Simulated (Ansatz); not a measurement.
# Na3ScTe3: the cost of one run

Program: Ansatz 0.2.0. Level of theory: DFT PBE, scalar-relativistic, plane waves, PAW. These are calculated values, not measurements.

## Step 1: The structure to begin with

The structure is cubic, space group Pm-3m (No. 221). Conventional cell: a = 5.769 Å, b = 5.769 Å, c = 5.769 Å, α = 90.00°, β = 90.00°, γ = 90.00°. Na (site symmetry 4/mmm) is surrounded by 2 Sc at 2.88 Å and 4 Te at 2.88 Å. Sc (site symmetry m-3m) has 6 Na at 2.88 Å as nearest neighbours. Te (site symmetry 4/mmm) is surrounded by 4 Na at 2.88 Å.

As a file:

```
Na Sc Te
1.0
     5.76862    0.00000    0.00000
     0.00000    5.76862    0.00000
     0.00000    0.00000    5.76862
Na Sc Te
3 1 3
Direct
  0.50000 0.50000 0.00000
  0.00000 0.50000 0.50000
  0.50000 0.00000 0.50000
  0.50000 0.50000 0.50000
  0.50000 0.00000 0.00000
  0.00000 0.50000 0.00000
  0.00000 0.00000 0.50000
```

The cell is invented: species swapped into a database cell of La3GaBr3 (Pm-3m, No. 221), with Na on the La sites, Sc on the Ga sites and Te on the Br sites. Its size is a rough estimate.

## Step 2: Probe: one point on a coarse mesh

File input.yaml:

```yaml
crystal:
  lattice:
    - [5.76862373, 0.0, 0.0]
    - [0.0, 5.76862373, 0.0]
    - [0.0, 0.0, 5.76862373]
  atoms:
    - { symbol: Na, position: [0.5, 0.5, 0.0] }
    - { symbol: Na, position: [0.0, 0.5, 0.5] }
    - { symbol: Na, position: [0.5, 0.0, 0.5] }
    - { symbol: Sc, position: [0.5, 0.5, 0.5] }
    - { symbol: Te, position: [0.5, 0.0, 0.0] }
    - { symbol: Te, position: [0.0, 0.5, 0.0] }
    - { symbol: Te, position: [0.0, 0.0, 0.5] }
basis:
  ecutwfc: 420
kpoints:
  mp_grid: { grid: [4, 4, 4] }
hamiltonian:
  xc: pbe
scf:
  occupations: { method: gaussian, width: 0.1 }
  lower_state_search: "off"
output:
  forces: true
  stress: true
  eigenvalues: true
```

Run with:

```bash
$ ansatz run input.yaml --threads 1 --pin off --max-ram 2048MiB --backend cpu --events-out ev --progress --plain --runs-dir out
```

**Question.** How long does this run take on 1 thread of Arm Neoverse V1, shared host, and how much memory does it need?

About 7.4 s, with a peak of 0.45 GiB.
